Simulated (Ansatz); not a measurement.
C2H8O2Si, SMILES C[SiH](O)CO, a comparison of dispersion corrections

Run with Ansatz 0.2.0, Python API.

`disp_c2h8o2si.py`:
```python
from dataclasses import dataclass

import ansatz as az


@dataclass(frozen=True)
class RunConfig:
    basis: str = 'def2-SVP'


cfg = RunConfig()


def main() -> None:
    geometry = (
        az.Crystal.molecule()
        .atom('C', (-1.4412, 0.1907, 1.1598))
        .atom('Si', (-0.1836, 0.5908, -0.1173))
        .atom('O', (0.9869, 1.5936, 0.4598))
        .atom('C', (0.6366, -1.0123, -0.777))
        .atom('O', (1.9172, -0.9725, -1.2625))
        .atom('H', (-1.9523, 1.1764, 1.5044))
        .atom('H', (-1.0421, -0.2837, 2.017))
        .atom('H', (-2.2412, -0.3767, 0.7207))
        .atom('H', (-0.7901, 1.3211, -1.2212))
        .atom('H', (1.731, 1.1555, 0.9971))
        .atom('H', (0.5358, -1.7628, 0.054))
        .atom('H', (-0.0423, -1.4021, -1.5683))
        .atom('H', (1.9058, -0.2526, -1.9517))
    )

    calc = geometry.calculation().basis(gaussian=cfg.basis)
    for name in ['blyp', 'pbe']:
        for correction in ('d3bj', 'd4'):
            summary = calc.functional(name, dispersion=correction).run(threads=1, pin='off').report
            print(f'{name:8s} {correction:5s} total {summary["free_energy_ev"]:.5f} eV, of which dispersion {1000 * summary["dispersion"]["energy"]["ev"]:.2f} meV')


if __name__ == '__main__':
    main()
```

`python disp_c2h8o2si.py` gives:
```text
blyp     d3bj  total -14167.53941 eV, of which dispersion -546.97 meV
blyp     d4    total -14167.53436 eV, of which dispersion -541.92 meV
pbe      d3bj  total -14158.16109 eV, of which dispersion -258.56 meV
pbe      d4    total -14158.14917 eV, of which dispersion -246.64 meV
```

Caveats:
- Total energies depend on the basis set; only differences at equal settings carry meaning.
- The geometry is a force-field or estimated start, not a minimum of this method, and the basis set is short of its limit. D4 holds the three-body term, and d3bj doesn't.
- Finished in 14 s on 1 thread of Arm Neoverse V1 (shared host), peak memory 0.2 GiB.
